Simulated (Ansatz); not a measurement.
Task: cell relaxations under several functionals of Cr₃Ni, space group Pm-3m, with Ansatz 0.2.0, Python API. Give the script and its output. Settings (first run): PBEsol, PAW, cutoff 653 eV, 7×7×7 k-points, Fermi-Dirac smearing of 0.1 eV, collinear spin, D3BJ dispersion.

```
CELL_PARAMETERS angstrom
3.56927 0.00000 0.00000
0.00000 3.56927 0.00000
0.00000 0.00000 3.56927
ATOMIC_POSITIONS crystal
Cr 0.00000 0.50000 0.50000
Cr 0.50000 0.50000 0.00000
Cr 0.50000 0.00000 0.50000
Ni 0.00000 0.00000 0.00000
```

`lattice_cr3ni.py`:
```python
"""How the lattice of Cr3Ni depends on the functional."""

import warnings

import ansatz as az
import numpy as np

FILLING = "fermi_dirac"
SMEARING_WIDTH = 0.1
SCF_TOL = 1e-10

def edges_and_angles(cell):
    cell = np.asarray(cell)
    a, b, c = np.linalg.norm(cell, axis=1)
    cosines = cell[1] @ cell[2] / (b * c), cell[0] @ cell[2] / (a * c), cell[0] @ cell[1] / (a * b)
    return (a, b, c, *np.degrees(np.arccos(cosines)))

warnings.simplefilter("ignore", az.DeckWarning)

vectors = np.array([
    [3.569271, 0.0, 0.0],
    [0.0, 3.569271, 0.0],
    [0.0, 0.0, 3.569271],
])
cr3ni = (
    az.Lattice.of(vectors)
    .atom("Cr", [0.0, 0.5, 0.5])
    .atom("Cr", [0.5, 0.5, 0.0])
    .atom("Cr", [0.5, 0.0, 0.5])
    .atom("Ni", [0.0, 0.0, 0.0])
    .moments(Cr=2.1, Ni=1.0)
)

calc = (
    cr3ni.calculation()
    .basis(24 * az.Ha)
    .kpoints(7)
    .occupations(FILLING, width=SMEARING_WIDTH)
    .spin("collinear")
    .scf(tolerance=SCF_TOL)
    .relax(cell=True, max_steps=40)
)

levels = [("pbesol", "d3bj"), ("r2scan", "none"), ("lda", "none")]
print("level            a       b       c    alpha   beta  gamma  V/atom  steps")
for name, dispersion in levels:
    seen = []
    run = calc.functional(name, dispersion=dispersion).session().plan()
    result = run.execute(on_event=lambda e: seen.append(e) if e["event"] == "relax_step" else None)
    cell = result.lattice.cell_ang
    label = name if dispersion == "none" else f"{name}+{dispersion}"
    print("{:13s} {:7.4f} {:7.4f} {:7.4f} {:6.2f} {:6.2f} {:6.2f}".format(label, *edges_and_angles(cell)), f"{abs(np.linalg.det(cell)) / len(result.lattice.sites):7.3f} {len(seen):5d}")
```

```console
$ python lattice_cr3ni.py
level            a       b       c    alpha   beta  gamma  V/atom  steps
RunWarning: the starting moments were not kept: the SCF closed with an absolute magnetisation of 1.8e-7 μB, where they sum to 7.3 μB in size (4 sites). That is at most 0.1 of that sum. Measured as dr2_m measures the in/out step, that magnetisation stands 2.4e-14 eV from none, at or under the dr2_threshold of 1.0e-10 [...]
pbesol+d3bj    3.4986  3.4986  3.4986  90.00  90.00  90.00  10.705     5
r2scan         3.5434  3.5434  3.5434  90.00  90.00  90.00  11.122     5
lda            3.4944  3.4944  3.4944  90.00  90.00  90.00  10.667     5
```
(Warnings from the package without file and line, shortened, repeats left out.)

From smallest to largest: LDA (10.67 Å³ an atom, -6.2 % against the start), PBEsol+D3BJ (10.71 Å³ an atom, -5.8 % against the start) and r2SCAN (11.12 Å³ an atom, -2.2 % against the start). The spread is 4.3 % in volume.

Notes:
- The SCF didn't keep the moments it started from (some shrank, vanished or turned); what is printed is the state reached.
- Forces vanish by symmetry, so the ions can't move, and the end may be a saddle.
- Dispersion corrections can be off by several per cent in the lattices of metals, and by several GPa in the pressure at a fixed cell.
- For a metal this k-point mesh is coarse: on a finer one energies can move by several to tens of meV an atom and pressures by half a GPa or more, differences at one mesh by less.
- r2SCAN tends to overestimate the moments of itinerant magnets.
- The structure comes from a database of computed cells and needn't be a stable or known phase.
- The script silences the warnings on its input, which a real study should read.
- The whole script took 4.8 min on 1 thread of Arm Neoverse V1 (shared host), peak memory 0.66 GiB.
